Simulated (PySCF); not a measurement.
# H8N4Tl (Tl(NH2)4-): the cost of one run

Computed with PySCF 2.14.0. Level: PBE0, Tl def2-SVP with ECP60, N def2-SVP, H def2-SVP; scalar-relativistic core potentials, no spin–orbit coupling.

1 further run of the same task is left out (for a known fault of the program).

**1. The starting structure**

13 atoms, charge -1, spin multiplicity 1.

Bond lengths: Tl1–N2 2.233 Å, Tl1–N5 2.233 Å, Tl1–N8 2.233 Å, Tl1–N11 2.233 Å, N2–H3 1.026 Å, N2–H4 1.026 Å, N5–H6 1.026 Å, N5–H7 1.026 Å, N8–H9 1.026 Å, N8–H10 1.026 Å, N11–H12 1.026 Å, N11–H13 1.026 Å. Angles: N2–Tl1–N5 106.8°, N2–Tl1–N8 115.0°, N2–Tl1–N11 106.8°, N5–Tl1–N8 106.8°, N5–Tl1–N11 115.0°, N8–Tl1–N11 106.8°, Tl1–N2–H3 104.1°, Tl1–N2–H4 104.1°, H3–N2–H4 102.9°, Tl1–N5–H6 104.1°, Tl1–N5–H7 104.1°, H6–N5–H7 102.9°, Tl1–N8–H9 104.1°, Tl1–N8–H10 104.1°, H9–N8–H10 102.9°, Tl1–N11–H12 104.1°, Tl1–N11–H13 104.1°, H12–N11–H13 102.9°.

Geometry (Å):

```xyz
13
H8N4Tl
Tl    0.00000    0.00000    0.00000
N     1.20036    1.33158    1.33158
H     1.83057    0.69034    1.82491
H     1.83057    1.82491    0.69034
N    -1.20036   -1.33158    1.33158
H    -1.83057   -0.69034    1.82491
H    -1.83057   -1.82491    0.69034
N     1.20036   -1.33158   -1.33158
H     1.83057   -1.82491   -0.69034
H     1.83057   -0.69034   -1.82491
N    -1.20036    1.33158   -1.33158
H    -1.83057    1.82491   -0.69034
H    -1.83057    0.69034   -1.82491
```

Formal oxidation states: Tl +3. An earlier session relaxed this geometry at PBE0, Tl def2-SVP with ECP60, N def2-SVP, H def2-SVP (singlet, point group D2d).

Its energy there is -395.865144 Eh.

**2. One electron removed, multiplicity 2**

Contents of run.py (the lines that set the calculation):

```python
mol = gto.M(atom='''
Tl     0.00000     0.00000     0.00000
N      1.20036     1.33158     1.33158
H      1.83057     0.69034     1.82491
H      1.83057     1.82491     0.69034
N     -1.20036    -1.33158     1.33158
H     -1.83057    -0.69034     1.82491
H     -1.83057    -1.82491     0.69034
N      1.20036    -1.33158    -1.33158
H      1.83057    -1.82491    -0.69034
H      1.83057    -0.69034    -1.82491
N     -1.20036     1.33158    -1.33158
H     -1.83057     1.82491    -0.69034
H     -1.83057     0.69034    -1.82491''',
    basis={'Tl': 'def2-SVP', 'N': 'def2-SVP', 'H': 'def2-SVP'},
    ecp={'Tl': 'def2-SVP'},
    charge=0, spin=1)
mf = dft.UKS(mol, xc='PBE0')
mf.grids.atom_grid = (50, 194)
mf = mf.density_fit()  # fitting sets: Tl def2-universal-JKFIT, N def2-universal-JKFIT, H def2-universal-JKFIT
mf.conv_tol = 1e-08; mf.max_cycle = 55
mf.kernel(dm0)  # dm0: the density of the relaxed state
```

On the command line:

```sh
OMP_NUM_THREADS=2 python run.py
```

**Question.** How long does this run take on 2 threads of Arm Neoverse V1, shared host?

About 8.2 s.
